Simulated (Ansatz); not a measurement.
The system is Ta3AsAu2O13.

```
Ta As Au O
1.0
     5.88672   -0.00071    0.00161
     2.20057    5.91386   -0.00164
     1.84923    1.74129    7.56108
Ta As Au O
3 1 2 13
Direct
  0.39605 0.05000 0.58683
  0.95891 0.61806 0.76348
  0.06984 0.27356 0.18903
  0.07072 0.88917 0.02743
  0.21939 0.67567 0.38144
  0.68925 0.45927 0.56874
  0.16689 0.59518 0.16534
  0.86104 0.11514 0.11677
  0.26950 0.96377 0.83676
  0.87527 0.82792 0.92000
  0.70329 0.78261 0.54686
  0.17528 0.40817 0.59350
  0.27798 0.92640 0.17203
  0.64612 0.14878 0.61595
  0.14281 0.39538 0.93941
  0.30048 0.17203 0.35732
  0.19051 0.80386 0.59347
  0.70787 0.47140 0.81379
  0.77878 0.42364 0.31185
```

The cell was built by a generator and needn't be a form met in nature.

Base run:

```yaml
Program: Ansatz 0.2.0
Functional: PBE
Potentials_or_basis: Ansatz PAW
Cutoff: "420 eV (not typed: the program's choice for these potentials)"
k_mesh: 5 × 5 × 4
Occupations: fermi-dirac, width 0.05 eV
Spin: no spin polarisation
Hubbard_terms: Au d U = 4 eV, Ta d U = 4 eV
```

Its results: band gap on the k mesh 1.75 eV, indirect (least direct gap 1.79 eV); pressure 1.6 GPa; largest force 0.265 eV/Å.

Problem. The run is repeated on the same cell with these changes: hubbard terms from Au d U = 4 eV, Ta d U = 4 eV to Au d U = 8 eV, Ta d U = 8 eV. What comes out?

Solution. Band gap on the k mesh 1.73 eV, indirect (least direct gap 1.76 eV); pressure 3.7 GPa; largest force 0.611 eV/Å.

Caveats: odd divisions of the mesh miss points on the zone boundary, where band edges often lie, so the gap on the mesh can be too wide; spin-orbit coupling is left out, which moves the levels of the heavy elements; the density of states is complete only up to the lowest level of the last band computed.

A k mesh can miss the band edges.
